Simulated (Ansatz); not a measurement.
# CsNa: geometry and frequencies at several levels

The task here is to estimate one member of a computed series from the others.

Method: the levels named in each step, in Ansatz 0.2.0.

## The starting structure

Bond lengths: Na1–Cs2 3.384 Å.

As a file:

```xyz
2

Na    0.0000    0.0000    0.0000
Cs    0.0000    0.0000    3.3844
```

The first run:

File input.yaml:

```yaml
crystal:
  periodic: [false, false, false]
  atoms:
    - { symbol: Na, position_ang: [0.0, 0.0, 0.0] }
    - { symbol: Cs, position_ang: [0.0, 0.0, 3.38436] }
basis:
  gaussian: { orbitals: def2-SVP }
hamiltonian:
  xc: pbe
  dispersion: d4
relax:
  f_tol: 0.03
  max_steps: 200
```

Command:

```sh
> ansatz run input.yaml --threads 1 --pin off --max-ram 2560MiB --backend cpu --events-out ev --progress --plain --runs-dir out
```

Among the steps run: A rough first relaxation, PBE-D4/def2-SVP; Relaxation, PBE0-D4/def2-TZVPP; Frequencies, PBE0-D4/def2-TZVPP; Relaxation, PBE-D4/def2-TZVPP; Frequencies, PBE-D4/def2-TZVPP; Relaxation, r2SCAN-D4/def2-TZVPP; Frequencies, r2SCAN-D4/def2-TZVPP; Relaxation, B3LYP-D4/def2-TZVPP; Frequencies, B3LYP-D4/def2-TZVPP; Relaxation, B2PLYP/def2-TZVPP; Frequencies, B2PLYP/def2-TZVPP.

One of the session's tables, all rows but one given; the rest of the session is left out.

It belongs to the step «Geometries side by side». 

| level | Na1–Cs2 (Å) | rotational constants (MHz) | dipole (D) | highest frequency (cm⁻¹) |
| --- | --- | --- | --- | --- |
| PBE0-D4/def2-TZVPP | 3.9040 | 1691.8 | 4.67 | 98 |
| PBE-D4/def2-TZVPP | 3.8866 | 1707 | 4.00 | 95 |
| r2SCAN-D4/def2-TZVPP | 3.9641 | 1640.9 | 4.93 | 95 |
| B3LYP-D4/def2-TZVPP | 3.8732 | 1718.8 | 4.17 | 96 |
| B2PLYP/def2-TZVPP | ? | ? | ? | ? |

Estimate the missing values for B2PLYP/def2-TZVPP.

The run gave: Na1–Cs2 (Å): 3.8646; rotational constants (MHz): 1726.5; dipole (D): 4.28; highest frequency (cm⁻¹): 98. In the column «Na1–Cs2 (Å)» it is the lowest.
